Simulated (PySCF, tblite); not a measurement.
# C₅H₇BCl₂O: geometry, infrared bands and NMR shifts

What infrared bands and NMR shifts should C₅H₇BCl₂O (`ClB(Cl)[C@@H]1C=COCC1`) show?

Computed with tblite 0.8.0 and PySCF 2.14.0, with density-fitted response routines of our own, on a single molecule in the gas phase. Atoms are numbered from 0 throughout.

**1. Starting geometry**

16 atoms, charge 0, multiplicity 1; geometry from: force field or distance geometry start.

Bonds of the start (Å): Cl0–B1 1.85, B1–Cl2 1.85, B1–C3 1.58, C3–C4 1.48, C4–C5 1.32, C5–O6 1.38, O6–C7 1.43, C7–C8 1.51, C8–C3 1.51, C3–H9 1.12, C4–H10 1.09, C5–H11 1.08, C7–H12 1.11, C7–H13 1.12, C8–H14 1.12, C8–H15 1.10.

**2. Geometry optimisation with GFN2-xTB**

The job: settings as JSON, then the geometry in Å.

```
{"job": {"kind": "relax", "xc": "GFN2-xTB", "basis": "xTB"}, "charge": 0, "multiplicity": 1}
Cl     1.397800    -0.386900     2.432000
B      1.880000    -0.483300     0.650600
Cl     3.593700     0.116700     0.280300
C      0.798700    -0.130600    -0.450500
C      0.359700     1.254100    -0.162400
C     -0.914400     1.604000    -0.111400
O     -1.890900     0.651200    -0.307000
C     -1.598900    -0.669300     0.149900
C     -0.329100    -1.130800    -0.515100
H      1.255500    -0.111800    -1.469000
H      1.107600     2.034000    -0.013100
H     -1.129100     2.640500     0.096500
H     -1.481700    -0.657500     1.253700
H     -2.421200    -1.365400    -0.149100
H     -0.579700    -1.242400    -1.597600
H     -0.055500    -2.113400    -0.099200
```

Launch:

```sh
$ OMP_NUM_THREADS=1 python probes_run.py task.json out
```

The driver reads the jobs from task.json and runs them one after another.

**Question.** This job is followed by: GFN2-xTB harmonic vibrations, gas phase; GIAO PBE0/pcSseg-1 NMR shielding, non-relativistic, gas phase. What will the session give for the following? strongest single infrared mode (GFN2-xTB); zero-point energy (GFN2-xTB); 13C shifts against TMS (PBE0/pcSseg-1); 1H shifts against TMS (PBE0/pcSseg-1); 35Cl shifts against HCl (PBE0/pcSseg-1, means over atoms taken as alike); 11B shifts against BF3·OEt2 (PBE0/pcSseg-1); 17O shifts against H2O (PBE0/pcSseg-1).

**Answer**, as computed:

| quantity | value |
| --- | --- |
| strongest single infrared mode (GFN2-xTB) | 1712 cm⁻¹, 112 km/mol |
| zero-point energy (GFN2-xTB) | 72.3 kcal/mol |
| 13C shifts against TMS (PBE0/pcSseg-1) | 152.5, 101.5, 66.6, 34.7, 27.4 ppm |
| 1H shifts against TMS (PBE0/pcSseg-1) | 6.61, 4.91, 4.32, 4.15, 2.27, 2.04, 1.91 ppm |
| 35Cl shifts against HCl (PBE0/pcSseg-1, means over atoms taken as alike) | 262 ppm |
| 11B shifts against BF3·OEt2 (PBE0/pcSseg-1) | 60.7 ppm |
| 17O shifts against H2O (PBE0/pcSseg-1) | 121.1 ppm |

Over 109 steps the energy fell by 0.993 eV; of the close pairs, B1–Cl2 changed most, 1.853 to 1.719 Å. No mode is imaginary among the 42: a minimum at this level. The strongest single mode, at 1712 cm⁻¹, moves mainly C5 and C4. Unscaled tight-binding wavenumbers are off by several per cent, some by more. Its intensities can rank the bands wrongly. The most deshielded carbon is C5 (alkene carbon bearing oxygen), at 152.5 ppm: an sp2 carbon further deshielded by the attached heteroatom. H11 (hydrogen on an alkene carbon bearing oxygen) lies farthest downfield among hydrogen, at 6.61 ppm; olefinic region. At PBE0/pcSseg-1: The largest span, 518 ppm, is at Cl0, Cl2, where the paramagnetic term is -460 ppm.
